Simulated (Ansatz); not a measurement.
# 1-butyl-3-methylimidazolium tetrafluoroborate (C8H15BF4N2): the relaxed shape and its frontier levels

What does 1-butyl-3-methylimidazolium tetrafluoroborate (C8H15BF4N2) look like as a singlet, and where do its frontier electrons sit?

Method: RKS PBE0-D4/def2-TZVP; program: Ansatz 0.2.0, Gaussian basis.

Levels to be run: relaxation at PBE-D4/def2-SVP; a single point at PBE0-D4/def2-TZVP.

4 further runs of the same task are left out: 4 that didn't finish. Runs told in other sessions of the task aren't counted.

### 1 Starting geometry

SMILES `CCCCn1cc[n+](C)c1.F[B-](F)(F)F`, 30 atoms, charge 0, spin multiplicity 1.

Atoms are counted from 1 here; the program's logs count them from 0.

Bond lengths: C1–C2 1.524 Å, C1–H11 1.087 Å, C1–H12 1.087 Å, C1–H13 1.088 Å, C2–C3 1.528 Å, C2–H14 1.092 Å, C2–H15 1.093 Å, C3–C4 1.529 Å, C3–H16 1.092 Å, C3–H17 1.090 Å, C4–N5 1.442 Å, C4–H18 1.092 Å, C4–H19 1.091 Å, N5–C6 1.358 Å, N5–C10 1.327 Å, C6–C7 1.361 Å, C6–H20 1.070 Å, C7–N8 1.360 Å and more. Angles: C2–C1–H11 110.4°, C2–C1–H12 110.6°, C2–C1–H13 110.7°, H11–C1–H12 108.4°, H11–C1–H13 108.3°, H12–C1–H13 108.4°, C1–C2–C3 111.3°, C1–C2–H14 109.2°, C1–C2–H15 109.2°, C3–C2–H14 109.2°, C3–C2–H15 110.0°, H14–C2–H15 107.9°, C2–C3–C4 112.9°, C2–C3–H16 109.7°, C2–C3–H17 109.1°, C4–C3–H16 109.4°, C4–C3–H17 107.9°, H16–C3–H17 107.7° and more.

As a file:

```xyz
30
C8H15BF4N2
C    -3.9554   -1.2544    0.6940
C    -2.8002   -0.2669    0.5825
C    -2.0645   -0.4210   -0.7479
C    -0.9286    0.5882   -0.9212
N     0.1411    0.3572    0.0176
C     0.3631    1.0344    1.1740
C     1.5084    0.5400    1.7190
N     1.9614   -0.4363    0.8872
C     3.2030   -1.1476    1.0104
C     1.1188   -0.5263   -0.1351
H    -4.6675   -1.0975   -0.1122
H    -4.4746   -1.1293    1.6405
H    -3.5928   -2.2781    0.6348
H    -3.1888    0.7504    0.6631
H    -2.1080   -0.4283    1.4127
H    -1.6656   -1.4341   -0.8326
H    -2.7714   -0.2742   -1.5650
H    -0.5024    0.5210   -1.9242
H    -1.2885    1.6065   -0.7707
H    -0.2726    1.8284    1.5057
H     2.0293    0.8227    2.6100
H     3.0786   -2.1759    0.6759
H     3.5345   -1.1311    2.0458
H     3.9493   -0.6601    0.3794
H     1.2513   -1.1590   -0.9902
F     1.6672    0.5848   -2.5636
B     2.4470    1.5792   -1.9535
F     3.0663    2.3565   -2.8756
F     1.5963    2.3233   -1.1346
F     3.3652    0.9274   -1.1262
```

The start is a GFN2-xTB geometry.

### 2 Relaxation at PBE-D4/def2-SVP

in.yaml

```yaml
crystal:
  periodic: [false, false, false]
  atoms:
    - {symbol: C, position_ang: [-3.955360, -1.254440, 0.694050]}
    - {symbol: C, position_ang: [-2.800180, -0.266860, 0.582520]}
    - {symbol: C, position_ang: [-2.064460, -0.420980, -0.747900]}
    - {symbol: C, position_ang: [-0.928620, 0.588170, -0.921190]}
    - {symbol: N, position_ang: [0.141090, 0.357200, 0.017570]}
    - {symbol: C, position_ang: [0.363100, 1.034350, 1.173970]}
    - {symbol: C, position_ang: [1.508440, 0.540020, 1.718970]}
    - {symbol: N, position_ang: [1.961450, -0.436280, 0.887180]}
    - {symbol: C, position_ang: [3.203000, -1.147580, 1.010430]}
    - {symbol: C, position_ang: [1.118840, -0.526270, -0.135110]}
    - {symbol: H, position_ang: [-4.667530, -1.097470, -0.112210]}
    - {symbol: H, position_ang: [-4.474610, -1.129270, 1.640550]}
    - {symbol: H, position_ang: [-3.592770, -2.278060, 0.634800]}
    - {symbol: H, position_ang: [-3.188790, 0.750400, 0.663050]}
    - {symbol: H, position_ang: [-2.107960, -0.428340, 1.412690]}
    - {symbol: H, position_ang: [-1.665550, -1.434130, -0.832620]}
    - {symbol: H, position_ang: [-2.771390, -0.274220, -1.565020]}
    - {symbol: H, position_ang: [-0.502360, 0.521030, -1.924150]}
    - {symbol: H, position_ang: [-1.288540, 1.606530, -0.770730]}
    - {symbol: H, position_ang: [-0.272640, 1.828380, 1.505710]}
    - {symbol: H, position_ang: [2.029250, 0.822720, 2.610030]}
    - {symbol: H, position_ang: [3.078620, -2.175870, 0.675900]}
    - {symbol: H, position_ang: [3.534530, -1.131050, 2.045840]}
    - {symbol: H, position_ang: [3.949250, -0.660110, 0.379380]}
    - {symbol: H, position_ang: [1.251260, -1.159040, -0.990200]}
    - {symbol: F, position_ang: [1.667190, 0.584780, -2.563580]}
    - {symbol: B, position_ang: [2.447000, 1.579220, -1.953530]}
    - {symbol: F, position_ang: [3.066250, 2.356520, -2.875640]}
    - {symbol: F, position_ang: [1.596330, 2.323320, -1.134610]}
    - {symbol: F, position_ang: [3.365170, 0.927350, -1.126170]}
basis:
  gaussian: {orbitals: def2-SVP}
hamiltonian: {xc: pbe, dispersion: d4}
scf: {lower_state_search: "off"}
output: {orbitals: {seedname: orbitals}}
relax: {f_tol: 0.03, max_steps: 70}
```

Command:

```bash
$ ansatz run in.yaml --threads 4 --pin off --events-out ev --progress --plain --max-ram 6963MiB
```

Further steps of the session: Single point, PBE0-D4/def2-TZVP.

Before running them: what should the planned runs give, taken together? Wanted: point group; commonest bond, hydrogen aside; HOMO, LUMO at PBE0-D4/def2-TZVP; dipole at PBE-D4/def2-SVP.

**Answer**, as computed:

| quantity | value |
| --- | --- |
| point group | C1 |
| commonest bond, hydrogen aside | C–N, 6 of mean length 1.398 Å |
| HOMO, LUMO at PBE0-D4/def2-TZVP | -8.21, -1.02 eV |
| dipole at PBE-D4/def2-SVP | 11.62 D |

**Reading.** The molecule keeps its bonding pattern by the stored test; the atoms moved 0.55 Å (rms). No usable vibrations, so a minimum isn't proven. The point group is read from a loosely relaxed geometry; soft torsions can leave it below the true symmetry.
